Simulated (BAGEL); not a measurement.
**ROHF/6-31G(d) (density fitting with qzvpp-jkfit, spherical functions) run of BHSBr (SMILES S[B]Br)**

What is the energy change on altering one bond length of BHSBr at ROHF/6-31G* (density fitting with qzvpp-jkfit, spherical functions)? 

The results are computed with BAGEL 1.2.2.

**1. The molecule**

BHSBr has 4 atoms, charge 0, and is taken as a doublet. As SMILES, `S[B]Br`. Geometry: relaxed at PBE0-D4/def2-TZVP.

Bond lengths: S1–B2 1.761 Å, B2–Br3 1.882 Å, S1–H4 1.345 Å. Angles: S1–B2–Br3 124.8°, B2–S1–H4 96.6°.

**2. A single-point energy at ROHF/6-31G(d) (density fitting with qzvpp-jkfit, spherical functions)**

job.json

```json
{ "bagel" : [

{
  "title" : "molecule",
  "basis" : "6-31gs.json",
  "df_basis" : "qzvpp-jkfit",
  "angstrom" : true,
  "geometry" : [
    { "atom" : "S", "xyz" : [   -0.702000,    0.264600,   -0.808500 ] },
    { "atom" : "B", "xyz" : [    0.466200,   -0.103000,    0.457200 ] },
    { "atom" : "Br", "xyz" : [    0.566600,   -1.738600,    1.383500 ] },
    { "atom" : "H", "xyz" : [   -0.275300,    1.516800,   -1.052500 ] }
  ]
},
{
  "title" : "rohf",
  "nopen" : 1
},
{
  "title" : "print",
  "file" : "orbitals.molden",
  "orbitals" : true
}

]}
```

The basis set 6-31G* is read from a file made from the Basis Set Exchange's data (not shown).

The run is started by

```bash
$ BAGEL_NUM_THREADS=1 BAGEL job.json > job.out
```

The program printed:

```text
* using 1 threads per process

  ===============================================================
  ===============================================================

  *** Geometry ***

  { "atom" : "S", "xyz" : [     -1.326588,      0.500022,     -1.527844 ] },
  { "atom" : "B", "xyz" : [      0.880990,     -0.194642,      0.863983 ] },
  { "atom" : "Br", "xyz" : [      1.070719,     -3.285478,      2.614436 ] },
  { "atom" : "H", "xyz" : [     -0.520242,      2.866337,     -1.988937 ] },

  Number of auxiliary basis functions:      487

  Since a DF basis is specified, we compute 2- and 3-index integrals:
    o Being stored without compression. Storage requirement is 0.017 GB

  Number of basis functions:       66
  Number of electrons      :       57

    * METHOD: MOLECULE                             0.42

  *** Open-shell HF ***

  === Nuclear Repulsion ===
   176.8932432422

      * DIIS with orbital gradients will be used.

  === ROHF iteration (6-31gs.json) ===
      0      -2994.81484378          0.01543757           0.20
      1      -2994.86252527          0.00668039           0.20
      2      -2994.87326251          0.00358563           0.20
      3      -2994.87612762          0.00154792           0.21
      4      -2994.87739430          0.00030353           0.21
      5      -2994.87764022          0.00010416           0.21
      6      -2994.87766973          0.00003009           0.22
      7      -2994.87767853          0.00001247           0.20
      8      -2994.87768019          0.00000556           0.21
      9      -2994.87768073          0.00000149           0.20
     10      -2994.87768083          0.00000066           0.20
     11      -2994.87768086          0.00000023           0.20
     12      -2994.87768084          0.00000006           0.20
     13      -2994.87768083          0.00000003           0.21
     14      -2994.87768083          0.00000001           0.19
     15      -2994.87768083          0.00000001           0.14
    * SCF iteration converged.

    * S^2 (ROHF) is 0.7500

    * Permanent dipole moment:
           (   -0.061254,    -0.573566,     0.235710) a.u.

    * METHOD: ROHF                                 3.60

    * METHOD: PRINT                                0.01

  ===============================================================
```

Run time: 4.5 s. Hardware: 1 thread of Intel Xeon Platinum 8259CL at 2.50GHz (Skylake/Cascade Lake), shared host; peak memory 0.1 GiB.

**3. The distorted shape**

calc.json

```json
{ "bagel" : [

{
  "title" : "molecule",
  "basis" : "6-31gs.json",
  "df_basis" : "qzvpp-jkfit",
  "angstrom" : true,
  "geometry" : [
    { "atom" : "S", "xyz" : [      -1.052488,       0.374889,      -1.188241 ] },
    { "atom" : "B", "xyz" : [       0.466200,      -0.103000,       0.457200 ] },
    { "atom" : "Br", "xyz" : [       0.566600,      -1.738600,       1.383500 ] },
    { "atom" : "H", "xyz" : [      -0.625788,       1.627089,      -1.432241 ] }
  ]
},

{
  "title" : "rohf",
  "nopen" : 1
},

{
  "title" : "print",
  "file" : "orbitals.molden",
  "orbitals" : true
}

]}
```

The basis set 6-31G* is read from a file made from the Basis Set Exchange's data (not shown).

The run is started by

```bash
$ BAGEL_NUM_THREADS=1 BAGEL calc.json > calc.out
```

The program printed:

```text
* using 1 threads per process

  ===============================================================
  ===============================================================

  *** Geometry ***

  { "atom" : "S", "xyz" : [     -1.988914,      0.708438,     -2.245450 ] },
  { "atom" : "B", "xyz" : [      0.880990,     -0.194642,      0.863983 ] },
  { "atom" : "Br", "xyz" : [      1.070719,     -3.285478,      2.614436 ] },
  { "atom" : "H", "xyz" : [     -1.182568,      3.074753,     -2.706543 ] },

  Number of auxiliary basis functions:      487

  Since a DF basis is specified, we compute 2- and 3-index integrals:
    o Being stored without compression. Storage requirement is 0.017 GB

  Number of basis functions:       66
  Number of electrons      :       57

    * METHOD: MOLECULE                             0.34

  *** Open-shell HF ***

  === Nuclear Repulsion ===
   159.0597142037

      * DIIS with orbital gradients will be used.

  === ROHF iteration (6-31gs.json) ===
      0      -2994.75288145          0.01658878           0.21
      1      -2994.79743024          0.00911470           0.21
      2      -2994.81146742          0.00560194           0.20
      3      -2994.81777075          0.00200635           0.20
      4      -2994.82193244          0.00108800           0.26
      5      -2994.82370311          0.00041611           0.26
      6      -2994.82416914          0.00009131           0.23
      7      -2994.82433093          0.00003799           0.14
      8      -2994.82433404          0.00001600           0.17
      9      -2994.82432853          0.00000659           0.23
     10      -2994.82432960          0.00000289           0.16
     11      -2994.82433029          0.00000082           0.14
     12      -2994.82433088          0.00000043           0.15
     13      -2994.82433086          0.00000015           0.14
     14      -2994.82433080          0.00000004           0.15
     15      -2994.82433076          0.00000002           0.16
     16      -2994.82433075          0.00000001           0.14
    * SCF iteration converged.

    * S^2 (ROHF) is 0.7500

    * Permanent dipole moment:
           (   -0.547344,    -0.176283,    -0.415484) a.u.

    * METHOD: ROHF                                 3.44

    * METHOD: PRINT                                0.01

  ===============================================================
```

Wall time 4.2 s (1 thread of Intel Xeon Platinum 8259CL at 2.50GHz (Skylake/Cascade Lake), shared host); peak memory 0.1 GiB.

**4. Results**

Level: ROHF/6-31G* (density fitting with qzvpp-jkfit, spherical functions).

| quantity | value |
| --- | --- |
| first shape: total energy | -2994.87768 Eh |
| first shape: dipole moment | 1.58 D |
| first shape: ⟨S²⟩ | 0.750 |
| distorted shape: total energy | -2994.82433 Eh |
| distorted shape: dipole moment | 1.80 D |
| distorted shape: ⟨S²⟩ | 0.750 |
| energy change with the S1–B2 bond stretched from 1.761 to 2.290 Å | 1.452 eV |

In words: With the S1–B2 bond stretched from 1.761 to 2.290 Å the energy rises by 1.45 eV (140 kJ/mol). The first shape isn't relaxed at this level, so the change isn't measured from a minimum.
